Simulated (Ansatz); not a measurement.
# C₂H₈FHfN: up Jacob's ladder to CCSD(T)

An exercise on one series of results from a longer session: the logs are not shown, and one member is left open.

Computed with Ansatz 0.2.0, Gaussian basis. Level: functionals in def2-TZVPP, the program's frozen cores in correlated methods.

Levels to be run: LDA (SPW92), PBE-D4, revPBE-D4, BLYP-D4, r2SCAN-D4, B97M-V, PBE0-D4, B3LYP-D4, r2SCANh-D4, r2SCAN0-D4, HSE06-D4, BHLYP-D4, CAM-B3LYP-D4, LC-ωPBE, ωB97X-V, ωB97M-V, B2PLYP, PBE-QIDH; CCSD(T)/def2-SVP; CCSD(T)/def2-TZVPP; MP2/def2-QZVPP; extrapolation to the limit; RPA on PBE.

## The relaxed structure

An earlier PBE0-D4 in a triple-zeta def2 set relaxation fixed the geometry. Hf takes the def2 core potential; no spin-orbit term is included.

SMILES `[CH3][Hf]([CH3])([NH2])[F]`, 13 atoms, charge 0, spin multiplicity 1.

Atoms are counted from 1 here; the program's logs count them from 0.

Bond lengths: C1–Hf2 2.223 Å, C1–H6 1.096 Å, C1–H7 1.097 Å, C1–H8 1.097 Å, Hf2–C3 2.223 Å, Hf2–N4 2.025 Å, Hf2–F5 1.912 Å, C3–H9 1.096 Å, C3–H10 1.097 Å, C3–H11 1.098 Å, N4–H12 1.012 Å, N4–H13 1.011 Å. Angles: Hf2–C1–H6 112.8°, Hf2–C1–H7 110.9°, Hf2–C1–H8 111.5°, H6–C1–H7 107.2°, H6–C1–H8 107.0°, H7–C1–H8 107.1°, C1–Hf2–C3 104.2°, C1–Hf2–N4 108.2°, C1–Hf2–F5 111.3°, C3–Hf2–N4 108.2°, C3–Hf2–F5 111.2°, N4–Hf2–F5 113.3°, Hf2–C3–H9 112.8°, Hf2–C3–H10 111.5°, Hf2–C3–H11 110.9°, H9–C3–H10 107.1°, H9–C3–H11 107.2°, H10–C3–H11 107.1° and more.

As a file:

```tsv
atom	x (Å)	y (Å)	z (Å)
C1	-1.7238	0.1457	-0.9033
Hf2	0.2938	0.6204	-0.0998
C3	1.4404	-1.2664	-0.3593
N4	0.1149	0.9838	1.8840
F5	1.1031	2.0605	-1.0623
H6	-2.3961	1.0113	-0.9007
H7	-1.6588	-0.2126	-1.9386
H8	-2.2132	-0.6433	-0.3193
H9	2.4894	-1.1709	-0.0565
H10	1.0082	-2.0835	0.2311
H11	1.4329	-1.5881	-1.4087
H12	-0.2902	0.3319	2.5434
H13	0.3992	1.8112	2.3898
```

Set-up of the first run:

The input, in.yaml:

```yaml
crystal:
  periodic: [false, false, false]
  atoms:
    - {symbol: C, position_ang: [-1.723767, 0.145727, -0.903268]}
    - {symbol: Hf, position_ang: [0.293844, 0.620398, -0.099785]}
    - {symbol: C, position_ang: [1.440405, -1.266375, -0.359336]}
    - {symbol: N, position_ang: [0.114941, 0.983762, 1.884023]}
    - {symbol: F, position_ang: [1.103119, 2.060526, -1.062266]}
    - {symbol: H, position_ang: [-2.396098, 1.011282, -0.900698]}
    - {symbol: H, position_ang: [-1.658782, -0.212592, -1.938556]}
    - {symbol: H, position_ang: [-2.213161, -0.643331, -0.319287]}
    - {symbol: H, position_ang: [2.489373, -1.170918, -0.056500]}
    - {symbol: H, position_ang: [1.008208, -2.083525, 0.231120]}
    - {symbol: H, position_ang: [1.432919, -1.588066, -1.408668]}
    - {symbol: H, position_ang: [-0.290186, 0.331877, 2.543415]}
    - {symbol: H, position_ang: [0.399166, 1.811236, 2.389808]}
basis:
  gaussian: {orbitals: def2-TZVPP}
hamiltonian: {xc: lda}
output: {orbitals: {seedname: orbitals}}
```

Command:

```
$ ansatz run in.yaml --threads 2 --pin off --events-out ev --progress --plain --max-ram 32768MiB --backend cpu
```

Steps of the session up to this table: LDA; PBE-D4 (GGA); revPBE-D4 (GGA); BLYP-D4 (GGA); r2SCAN-D4 (meta-GGA); B97M-V (meta-GGA); B3LYP-D4 (hybrid); r2SCANh-D4 (hybrid); r2SCAN0-D4 (hybrid); HSE06-D4 (hybrid); BHLYP-D4 (hybrid); CAM-B3LYP-D4 (range-separated); LC-ωPBE (range-separated); ωB97X-V (range-separated); ωB97M-V (range-separated); B2PLYP (double hybrid); PBE-QIDH (double hybrid).

One of the session's tables, all rows but one given; the rest of the session is left out.

It belongs to the step «Frontier levels by functional». 

| functional | HOMO (eV) | gap (eV) |
| --- | --- | --- |
| LDA (SPW92) | -6.11 | 4.40 |
| PBE-D4 | -5.97 | 4.53 |
| revPBE-D4 | -5.91 | 4.58 |
| BLYP-D4 | -5.85 | 4.51 |
| r2SCAN-D4 | -6.25 | 5.11 |
| B97M-V | -6.33 | 5.19 |
| PBE0-D4 | -7.31 | 6.85 |
| B3LYP-D4 | -7.08 | 6.35 |
| r2SCANh-D4 | ? | ? |
| r2SCAN0-D4 | -7.50 | 7.22 |
| HSE06-D4 | -6.90 | 6.06 |
| BHLYP-D4 | -8.56 | 8.93 |
| CAM-B3LYP-D4 | -8.72 | 9.26 |
| LC-ωPBE | -10.13 | 11.77 |
| ωB97X-V | -9.76 | 11.21 |
| ωB97M-V | -9.63 | 10.58 |

**Question.** Estimate the row for r2SCANh-D4.

Worked estimate for «HOMO (eV)». Against the share of exact exchange, r2SCAN-D4 (0, -6.25), r2SCAN0-D4 (0.25, -7.50) give a slope of -5.00 per unit share; at 0.1 the line stands at -6.75.

The run gave: HOMO (eV): -6.75; gap (eV): 5.95. In «HOMO (eV)» the line misses by 0.00.
